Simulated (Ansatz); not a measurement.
This script makes an equation of state with a fit of Ca, space group P6_3/mmc with the Python package of Ansatz (0.2.0).

`eos_ca.py`:
```python
'''Bulk modulus of Ca from an E(V) curve.'''

import logging
import sys
import warnings

import ansatz as az
import numpy as np
from pymatgen.analysis.eos import EOS

logging.basicConfig(stream=sys.stdout, format='[%(levelname)s] %(message)s')
log = logging.getLogger('ca')
log.setLevel(logging.INFO)

config = {
    'kgrid': (8, 8, 5),
}

vectors0 = np.array([
    [3.98, 0.0, 0.0],
    [-1.99, 3.446781, 0.0],
    [0.0, 0.0, 6.52],
])
sites = [
    ('Ca', (1 / 3, 2 / 3, 0.25)),
    ('Ca', (2 / 3, 1 / 3, 0.75)),
]


def on_lattice(cell):
    crystal = az.Crystal(lattice=az.Lattice.of(cell))
    for symbol, position in sites:
        crystal = crystal.atom(symbol, position)
    return crystal


def main() -> None:
    warnings.simplefilter('ignore', az.DeckWarning)

    # scale the volume, keep shape and fractions
    volumes, energies = [], []
    for scale in np.linspace(0.88, 1.12, 7):
        cell = vectors0 * scale ** (1 / 3)
        calc = (
            on_lattice(cell).calculation()
            .basis(24 * az.Ha, xc_grid=2)
            .occupations(az.OccupationsMethod.COLD)
            .functional(az.Functional.PBESOL)
            .accuracy('medium')
            .mixing('anderson', preconditioner='resta')
            .kpoints(*config['kgrid'])
        )
        summary = calc.run().report
        volumes.append(abs(np.linalg.det(cell)) / len(sites))
        energies.append(summary['free_energy_ev'] / len(sites))
        log.info(f'V = {volumes[-1]:8.4f} A^3/atom  F = {energies[-1]:.5f} eV/atom')

    for form in ['birch_murnaghan', 'murnaghan']:
        fit = EOS(eos_name=form).fit(volumes, energies)
        log.info(f'{form:18s} V0 {fit.v0:8.4f} A^3/atom  B0 {fit.b0_GPa:7.1f} GPa  B1 {fit.b1:5.2f}')


if __name__ == '__main__':
    main()
```

Its results, one of them left out:

| V (Å³/atom) | F less the lowest row shown (meV/atom) |
| --- | --- |
| 39.355 | ? |
| 41.144 | 0.00 |
| 42.932 | 5.54 |
| 44.721 | 18.26 |
| 46.510 | 36.91 |
| 48.299 | 60.44 |
| 50.088 | 87.98 |

What is the missing energy at 39.355 Å³ an atom?

A third-order Birch-Murnaghan fit, E = E0 + (9 V0 B0 / 16) [(t - 1)³ B' + (t - 1)² (6 - 4t)] with t = (V0/V)^(2/3), through the 6 rows shown gives V0 = 40.849 Å³, B0 = 18.4 GPa, B' = 3.45 and E0 = -0.12 meV. At V = 39.355 Å³, t = 1.02516, and the fit extrapolates to 3.19 meV. The run gave 3.18 meV, a miss of 0.01 meV.

Caveats:
- These settings explore the input space; cutoff and mesh may be short of convergence.
- Shape and fractional positions are held along the curve, so the bulk modulus is an upper value where they are free to relax, by a factor of two or more in layered or hydrogen-bonded cells.
- Of the deposited cell: it was measured well above room temperature.
- This isn't the structure that Ca takes at ambient conditions.
- Run time: 16 s on 1 thread of Arm Neoverse V1 (shared host), peak memory 0.53 GiB.
